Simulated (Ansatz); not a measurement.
# C2H8OSeSi2: the cost of one run

Method: RHF/def2-SVP, in Ansatz 0.2.0.

## 1. Starting point

Bond lengths: C1–O2 1.370 Å, O2–Si3 1.709 Å, Si3–C4 1.974 Å, C4–Se5 1.957 Å, Si3–Si6 2.198 Å, Se5–Si6 2.280 Å, C1–H7 1.104 Å, C1–H8 1.063 Å, C1–H9 1.194 Å, Si3–H10 1.504 Å, C4–H11 1.081 Å, C4–H12 1.090 Å, Si6–H13 1.515 Å, Si6–H14 1.489 Å. Angles (14 of 26 angles, heavy atoms first): C1–O2–Si3 107.8°, O2–Si3–C4 111.4°, O2–Si3–Si6 113.0°, C4–Si3–Si6 87.1°, Si3–C4–Se5 101.7°, C4–Se5–Si6 85.3°, Si3–Si6–Se5 85.8°, O2–C1–H7 108.7°, O2–C1–H8 114.2°, O2–C1–H9 110.1°, O2–Si3–H10 115.8°, C4–Si3–H10 111.1°, Si6–Si3–H10 115.0°, Si3–C4–H11 105.4°.

Structure file:

```xyz
14

C    -1.7913   -1.4165   -0.3419
O    -0.5464   -1.1401   -0.8426
Si    0.3207   -0.2844    0.3556
C     2.1797    0.0622   -0.2109
Se    2.1633    2.0030   -0.4597
Si    0.0026    1.8887    0.2587
H    -2.3870   -1.9123   -1.1284
H    -1.7847   -2.0001    0.5468
H    -2.3748   -0.4011   -0.1105
H     0.2761   -0.8713    1.7394
H     2.2947   -0.4601   -1.1499
H     2.8544   -0.2567    0.5830
H    -1.0026    2.2638   -0.8112
H    -0.2178    2.4956    1.6004
```

## 2. Relaxing end A

input.yaml

```yaml
crystal:
  periodic: [false, false, false]
  atoms:
    - { symbol: C, position_ang: [-1.7913, -1.4165, -0.3419] }
    - { symbol: O, position_ang: [-0.5464, -1.1401, -0.8426] }
    - { symbol: Si, position_ang: [0.3207, -0.2844, 0.3556] }
    - { symbol: C, position_ang: [2.1797, 0.0622, -0.2109] }
    - { symbol: Se, position_ang: [2.1633, 2.003, -0.4597] }
    - { symbol: Si, position_ang: [0.0026, 1.8887, 0.2587] }
    - { symbol: H, position_ang: [-2.387, -1.9123, -1.1284] }
    - { symbol: H, position_ang: [-1.7847, -2.0001, 0.5468] }
    - { symbol: H, position_ang: [-2.3748, -0.4011, -0.1105] }
    - { symbol: H, position_ang: [0.2761, -0.8713, 1.7394] }
    - { symbol: H, position_ang: [2.2947, -0.4601, -1.1499] }
    - { symbol: H, position_ang: [2.8544, -0.2567, 0.583] }
    - { symbol: H, position_ang: [-1.0026, 2.2638, -0.8112] }
    - { symbol: H, position_ang: [-0.2178, 2.4956, 1.6004] }
basis:
  gaussian: { orbitals: def2-SVP }
hamiltonian:
  xc: hf
relax:
  f_tol: 0.015
  max_steps: 40
```

Started as:

```bash
$ ansatz run input.yaml --threads 2 --pin off --max-ram 3072MiB --backend cpu --events-out ev --progress --plain --runs-dir out
```

**Question.** How long does this run take on 2 threads of AMD EPYC 9R45 (Zen 5), shared host, and how much memory does it need?

About 31 s, with a peak of 0.48 GiB.
